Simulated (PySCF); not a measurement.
# AsI₂: a ladder of methods

How much do the numbers for AsI₂ (doublet) hang on the method? All levels run at one geometry, the PBE0 minimum.

Computed with PySCF 2.14.0. Level: several methods, basis As def2-TZVP, I def2-TZVP with ECP28, scalar-relativistic core potentials, no spin–orbit coupling, density fitting.

## Step 1: Starting geometry

3 atoms, charge 0, spin multiplicity 2.

Bond lengths: As1–I2 2.522 Å, As1–I3 2.522 Å. Angles: I2–As1–I3 102.9°.

Z-matrix (Å, degrees; charge 0 multiplicity 2):
```
As
I  1 2.5219
I  1 2.5219 2 102.92
```

## Step 2: PBE0

One driver script runs all steps and calls PySCF; scf.py shows the equivalent input of each level. Each SCF starts from the density of the minimum. The driver also runs the species with one electron less or more at the same geometry (one less: multiplicity 1, one more: multiplicity 1); their logs are not shown.

The input, scf.py:

```python
from pyscf import gto, scf, dft
mol = gto.M(atom='''
As     0.000000     0.000000    -1.212793
I      1.972502    -0.000000     0.358575
I     -1.972502     0.000000     0.358575''',
    basis={'As': 'def2-TZVP', 'I': 'def2-TZVP'},
    ecp={'I': 'def2-TZVP'},
    charge=0, spin=1)
mf = dft.UKS(mol, xc='PBE0')
mf.grids.atom_grid = (99, 590)
aux = {'As': 'def2-universal-JKFIT', 'I': 'def2-universal-JKFIT'}
mf = mf.density_fit(auxbasis=aux)
mf.kernel()
```

## Step 3: HF

scf.py: that of step 2 with these lines changed.

```diff
@@ -9,2 +9 @@
-mf = dft.UKS(mol, xc='PBE0')
-mf.grids.atom_grid = (99, 590)
+mf = scf.UHF(mol)
```

## Step 4: MP2

scf.py: that of step 3 with these lines changed.

```diff
@@ -12,0 +13,2 @@
+from pyscf.mp import dfump2
+dfump2.DFUMP2(mf, frozen=17).kernel()  # the driver gives MP2 a fitting basis of its own (RI)
```

## Step 5: PBE

scf.py: that of step 4 with these lines changed.

```diff
@@ -9 +9,2 @@
-mf = scf.UHF(mol)
+mf = dft.UKS(mol, xc='PBE')
+mf.grids.atom_grid = (99, 590)
@@ -13,2 +13,0 @@
-from pyscf.mp import dfump2
-dfump2.DFUMP2(mf, frozen=17).kernel()  # the driver gives MP2 a fitting basis of its own (RI)
```

## Step 6: r2SCAN

scf.py: that of step 5 with these lines changed.

```diff
@@ -9 +9 @@
-mf = dft.UKS(mol, xc='PBE')
+mf = dft.UKS(mol, xc='R2SCAN')
```

## Step 7: B3LYP

scf.py: that of step 6 with these lines changed.

```diff
@@ -9 +9 @@
-mf = dft.UKS(mol, xc='R2SCAN')
+mf = dft.UKS(mol, xc='B3LYP')
```

## Step 8: TPSSh

scf.py: that of step 7 with these lines changed.

```diff
@@ -9 +9 @@
-mf = dft.UKS(mol, xc='B3LYP')
+mf = dft.UKS(mol, xc='TPSSH')
```

(Steps that only read results are left out.)

Before running it: what results should come out? Wanted: atomisation energy, range; vertical ionisation energy, range; vertical electron affinity, range; orbital gap, range.

As calculated:

| quantity | value |
| --- | --- |
| atomisation energy, range | 180 (HF) to 496 (PBE) kJ/mol |
| vertical ionisation energy, range | 7.84 (PBE) to 8.28 (HF) eV |
| vertical electron affinity, range | 1.07 (HF) to 1.85 (MP2) eV |
| orbital gap, range | 0.96 (PBE) to 9.12 (HF) eV |

The atomisation energy spreads over 316 kJ/mol, from HF to PBE; without a CCSD(T) value for it there is no yardstick here. Without diffuse functions electron affinities tend to come out too low. Spin–orbit coupling, left out here, can matter for elements this heavy.
